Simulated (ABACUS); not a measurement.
Crystal: CdO2.

```
Cd O
1.0
     3.47623    0.00000    0.00000
    -1.73811    3.01050    0.00000
     0.00000    0.00000    4.14808
Cd O
1 2
Direct
  0.00000 0.00000 0.00000
  0.33333 0.66667 0.24422
  0.66667 0.33333 0.75578
```

The cell comes from a database or a generator and needn't be the stable form of this composition.

* Program: ABACUS 3.10.1
* Task: single point
* Functional: PBEsol
* Potentials or basis: PseudoDojo NC SR 0.4.1 PBEsol standard
* Cutoff: 1401 eV
* Density cutoff: 5606 eV
* Basis: plane waves
* k mesh: 9 × 9 × 7
* Occupations: fermi-dirac, width 0.05 eV
* Spin: no spin polarisation

On this cell: pressure -10.5 GPa; largest force 0.306 eV/Å; band gap on the k mesh none (metal or under the smearing width).

The same run follows on a disturbed copy (atoms moved at random, drawn with an rms of 0.05 Å):

```
Cd O
1.0
     3.47623    0.00000    0.00000
    -1.73811    3.01050    0.00000
     0.00000    0.00000    4.14808
Cd O
1 2
Direct
  0.99450 0.00472 0.99246
  0.34136 0.66529 0.24291
  0.68025 0.34163 0.74211
```

Problem. What changes?

Solution. The energy (extrapolated to zero smearing) moves by +10.5 meV/atom; pressure -11.2 GPa; largest force 0.487 eV/Å; band gap on the k mesh none (metal or under the smearing width).

Forces in eV/Å, atoms in the order of the input:
```
Cd   0.486 -0.034  0.003
O   -0.241  0.001 -0.386
O   -0.245  0.033  0.384
```

Stress tensor (GPa, compression positive):
```
-11.47   0.01   0.02
  0.01 -11.82  -0.01
  0.02  -0.01 -10.34
```
